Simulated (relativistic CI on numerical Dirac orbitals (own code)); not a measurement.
# Ta⁺: 5p photoemission multiplets

Aim: the 5p photoemission spectrum of Ta⁺ in 3 surroundings, from the same atomic integrals.

The numbers are computed with relativistic CI on numerical Dirac orbitals (own code) version 1 (Dirac-Coulomb-Breit CI, KLI orbitals optimised for each configuration, model QED (radiative potential, 1s self-energy scaled to tabulated hydrogen-like ionisation energies), multiplet model of photoemission in the sudden approximation in a parametric crystal field), except any that are marked as measured or tabulated.

## 1. Starting point

```
ion            : Ta⁺ (Ta II)
nuclear charge : 73
electrons      : 72
configurations : [Xe] 4f14 5d4 → [Kr] 4d10 4f14 5s2 5p5 5d4
temperature    : 300 K
widths         : Lorentz 1.5 eV, Gauss 0.6 eV
surrounding 1  : Oh, 10Dq = 32100 cm⁻¹
surrounding 2  : D4h, 10Dq = 21300, Ds = 570, Dt = 670 cm⁻¹
surrounding 3  : D3d, 10Dq = 23200, Dsigma = -730, Dtau = -130 cm⁻¹
```

## 2. Surrounding 1: Oh, 10Dq = 32100

The run's settings:

```ini
atom Ta  Z=73  charge=1  electrons=72
nucleus A=181  rms_radius_fm=5.3507
hamiltonian dirac-coulomb  breit=on  qed=on  c_scale=1
orbitals kli  potential=per-configuration
slater_scale 1
correlation none
mixing on
configurations
  [Xe] 4f14 5d4
  [Kr] 4d10 4f14 5s2 5p5 5d4
end
photoemission 5p T=300 lorentz=1.5 gauss=0.6
crystal_field Oh 10Dq=32100
```

Main fields of the result record, rounded:

```text
{
  "status": "converged",
  "curve, one point in 4 above 2 % of the maximum [energy, intensity] [eV; 1/eV]": [
    [39.2, 0.003431],
    [40, 0.004381],
    [40.8, 0.005817],
    [41.6, 0.008155],
    [42.4, 0.01237],
    [43.2, 0.02118],
    [44, 0.04424],
    [44.8, 0.1114],
    [45.6, 0.1611],
    [46.4, 0.1038],
    [47.2, 0.06594],
    [48, 0.05271],
    [48.8, 0.04369],
    [49.6, 0.03776],
    [50.4, 0.03154],
    [51.2, 0.0282],
    [52, 0.02639],
    [52.8, 0.02467],
    [53.6, 0.02483],
    [54.4, 0.02909],
    [55.2, 0.03246],
    [56, 0.03006],
    [56.8, 0.03974],
    [57.6, 0.06016],
    [58.4, 0.04201],
    [59.2, 0.02488],
    [60, 0.01812],
    [60.8, 0.01615],
    [61.6, 0.01697],
    [62.4, 0.01748],
    [63.2, 0.01352],
    [64, 0.01213],
    [64.8, 0.009567],
    [65.6, 0.006741],
    [66.4, 0.004577],
    [67.2, 0.003351]
  ],
  "sticks, the strongest [energy, strength] [eV, share]": [
    [45.34, 0.319],
    [45.97, 0.0864],
    [46.49, 0.01102],
    [46.95, 0.01231],
    [47.08, 0.02466],
    [48.16, 0.02704],
    [49.43, 0.01019],
    [50.27, 0.009993],
    [51.99, 0.009522],
    [53.14, 0.009354],
    [57.64, 0.04167],
    [57.72, 0.07075],
    [60.53, 0.01034],
    [62.06, 0.01658]
  ],
  "centroid [eV]": 50.6459,
  "spread [eV]": 5.95678,
  "peak [eV]": 45.4,
  "ground_S": 1.00157,
  "radial 5p5 5d4 [Ha, bohr]": {"<r^-3>(5p)": 111.24, "<r^1>(5p)": 1.2807, "<r^2>(5p)": 1.8622, "<r^4>(5p)": 5.3697, "zeta(5p)": 0.21356, "<r^-3>(5d)": 7.1303, "<r^1>(5d)": 1.931, "<r^2>(5d)": 4.3651, "<r^4>(5d)": 33.593, "F2(5d,5d)": 0.2417, "F4(5d,5d)": 0.15843, "F2(5p,5d)": 0.25994, "G1(5p,5d)": 0.30207, "G3(5p,5d)": 0.18556, "zeta(5d)": 0.0085445}
}
```

Run time: 1.3 s. Hardware: 1 thread, shared host.

## 3. Surrounding 2: D4h, 10Dq = 21300, Ds = 570, Dt = 670

The settings differ from step 2 so:

```diff
@@ -12,2 +12,2 @@
 photoemission 5p T=300 lorentz=1.5 gauss=0.6
-crystal_field Oh 10Dq=32100
+crystal_field D4h 10Dq=21300 Ds=570 Dt=670
```

Results of the run:

```text
{
  "status": "converged",
  "curve, one point in 6 above 2 % of the maximum [energy, intensity] [eV; 1/eV]": [
    [38.6, 0.003143],
    [39.8, 0.004513],
    [41, 0.007123],
    [42.2, 0.0132],
    [43.4, 0.0336],
    [44.6, 0.1135],
    [45.8, 0.1388],
    [47, 0.0677],
    [48.2, 0.04334],
    [49.4, 0.03388],
    [50.6, 0.03171],
    [51.8, 0.02611],
    [53, 0.02363],
    [54.2, 0.02074],
    [55.4, 0.023],
    [56.6, 0.04088],
    [57.8, 0.03499],
    [59, 0.02955],
    [60.2, 0.03137],
    [61.4, 0.02516],
    [62.6, 0.01949],
    [63.8, 0.01503],
    [65, 0.008412],
    [66.2, 0.004199]
  ],
  "sticks, the strongest [energy, strength] [eV, share]": [
    [44.77, 0.03198],
    [44.87, 0.0268],
    [45.13, 0.06137],
    [45.16, 0.1129],
    [45.59, 0.04281],
    [45.83, 0.03765],
    [45.86, 0.04057],
    [56.97, 0.03823]
  ],
  "centroid [eV]": 50.5408,
  "spread [eV]": 6.22031,
  "peak [eV]": 45.4,
  "ground_S": 1.19745
}
```

Run time: 1.3 s. Hardware: 1 thread, shared host.

## 4. Surrounding 3: D3d, 10Dq = 23200, Dsigma = -730, Dtau = -130

The settings differ from step 3 so:

```diff
@@ -12,2 +12,2 @@
 photoemission 5p T=300 lorentz=1.5 gauss=0.6
-crystal_field D4h 10Dq=21300 Ds=570 Dt=670
+crystal_field D3d 10Dq=23200 Dsigma=-730 Dtau=-130
```

Results of the run:

```text
{
  "status": "converged",
  "curve, one point in 6 above 2 % of the maximum [energy, intensity] [eV; 1/eV]": [
    [39, 0.003281],
    [40.2, 0.00475],
    [41.4, 0.007593],
    [42.6, 0.01437],
    [43.8, 0.0379],
    [45, 0.1359],
    [46.2, 0.1192],
    [47.4, 0.06123],
    [48.6, 0.04456],
    [49.8, 0.03457],
    [51, 0.02974],
    [52.2, 0.02566],
    [53.4, 0.02729],
    [54.6, 0.02692],
    [55.8, 0.02877],
    [57, 0.05348],
    [58.2, 0.03373],
    [59.4, 0.02379],
    [60.6, 0.02296],
    [61.8, 0.02073],
    [63, 0.01608],
    [64.2, 0.01155],
    [65.4, 0.007095],
    [66.6, 0.003564]
  ],
  "sticks, the strongest [energy, strength] [eV, share]": [
    [45.15, 0.08218],
    [45.33, 0.1033],
    [45.34, 0.06664],
    [45.91, 0.02455],
    [45.98, 0.01732],
    [46.03, 0.03738],
    [46.8, 0.03685],
    [57.31, 0.07397]
  ],
  "centroid [eV]": 50.6327,
  "spread [eV]": 5.98594,
  "peak [eV]": 45.4,
  "ground_S": 1.01829
}
```

It took 1.3 s on 1 thread, shared host.

## 5. The spectra side by side

| surrounding | ground S | centroid (eV) | spread (eV) | up to four highest peaks (% of the highest), eV |
| --- | --- | --- | --- | --- |
| 1: Oh | 1.00 | 50.65 | 5.96 | 45.4 (100), 55.0 (20), 57.6 (37), 62.0 (11) |
| 2: D4h | 1.20 | 50.54 | 6.22 | 45.4 (100), 57.0 (29), 60.2 (20) |
| 3: D3d | 1.02 | 50.63 | 5.99 | 45.4 (100), 54.0 (18), 57.2 (35), 61.0 (15) |

## 6. Summary of results

| quantity | value |
| --- | --- |
| highest peak, first run | 45.4 eV |
| ground spin (effective S from ⟨S²⟩) | 1.00 to 1.20 |

The highest peak stays in place, within the step of the energy grid, in all surroundings. Energies are those of the free ion without screening by ligands; binding energies in solids differ by tens of eV.
